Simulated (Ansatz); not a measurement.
# CaInAgC6N6: the cost of one run

Computed with Ansatz 0.2.0 (DFT PBE, scalar-relativistic, plane waves, PAW, unless a step's input says otherwise).

## 1. The starting structure

It takes space group F-43m (No. 216, cubic). Conventional cell: a = 10.579 Å, b = 10.579 Å, c = 10.579 Å, α = 90.00°, β = 90.00°, γ = 90.00°. Ca (site symmetry -43m) has 12 N at 3.78 Å and 12 C at 3.79 Å in its first shell of neighbours. In (site symmetry -43m) is surrounded by 6 N at 2.10 Å. Ag (site symmetry -43m) has 6 C at 2.02 Å in its first shell of neighbours. Around C (site symmetry 2mm) lie 1 N at 1.17 Å and 1 Ag at 2.02 Å. Around N (site symmetry 2mm) lie 1 C at 1.17 Å.

As a file:

```
Ca In Ag C N
1.0
     0.00000    5.28950    5.28950
     5.28950    0.00000    5.28950
     5.28950    5.28950    0.00000
Ca In Ag C N
1 1 1 6 6
Direct
  0.75000 0.75000 0.75000
  0.50000 0.50000 0.50000
  0.00000 0.00000 0.00000
  0.80887 0.19113 0.19113
  0.19113 0.19113 0.80887
  0.80887 0.19113 0.80887
  0.19113 0.80887 0.80887
  0.80887 0.80887 0.19113
  0.19113 0.80887 0.19113
  0.69827 0.30173 0.30173
  0.30173 0.30173 0.69827
  0.69827 0.30173 0.69827
  0.30173 0.69827 0.69827
  0.69827 0.69827 0.30173
  0.30173 0.69827 0.30173
```

Recipe of the guess: cyanide-bridged rock-salt net of two metals, 1 guest cations a cell (F-43m, No. 216). The dimensions are guesses.

## 2. A first look at the guess

The input, input.yaml:

```yaml
crystal:
  lattice:
    - [0.0, 5.2895, 5.2895]
    - [5.2895, 0.0, 5.2895]
    - [5.2895, 5.2895, 0.0]
  atoms:
    - { symbol: Ca, position: [0.75, 0.75, 0.75] }
    - { symbol: In, position: [0.5, 0.5, 0.5] }
    - { symbol: Ag, position: [0.0, 0.0, 0.0] }
    - { symbol: C, position: [0.80886662, 0.19113338, 0.19113338] }
    - { symbol: C, position: [0.19113338, 0.19113338, 0.80886662] }
    - { symbol: C, position: [0.80886662, 0.19113338, 0.80886662] }
    - { symbol: C, position: [0.19113338, 0.80886662, 0.80886662] }
    - { symbol: C, position: [0.80886662, 0.80886662, 0.19113338] }
    - { symbol: C, position: [0.19113338, 0.80886662, 0.19113338] }
    - { symbol: "N", position: [0.69827016, 0.30172984, 0.30172984] }
    - { symbol: "N", position: [0.30172984, 0.30172984, 0.69827016] }
    - { symbol: "N", position: [0.69827016, 0.30172984, 0.69827016] }
    - { symbol: "N", position: [0.30172984, 0.69827016, 0.69827016] }
    - { symbol: "N", position: [0.69827016, 0.69827016, 0.30172984] }
    - { symbol: "N", position: [0.30172984, 0.69827016, 0.30172984] }
basis:
  ecutwfc: 420
kpoints:
  mp_grid: { grid: [4, 4, 4] }
hamiltonian:
  xc: pbe
scf:
  occupations: { method: gaussian, width: 0.1 }
  lower_state_search: "off"
output:
  forces: true
  stress: true
  eigenvalues: true
```

Command:

```
$ ansatz run input.yaml --threads 1 --pin off --max-ram 2560MiB --backend cpu --events-out ev --progress --plain --runs-dir out
```

Q: Estimate wall time and peak memory on 1 thread of AMD EPYC 9R45 (Zen 5), shared host.

About 6 s, with a peak of 0.59 GiB.
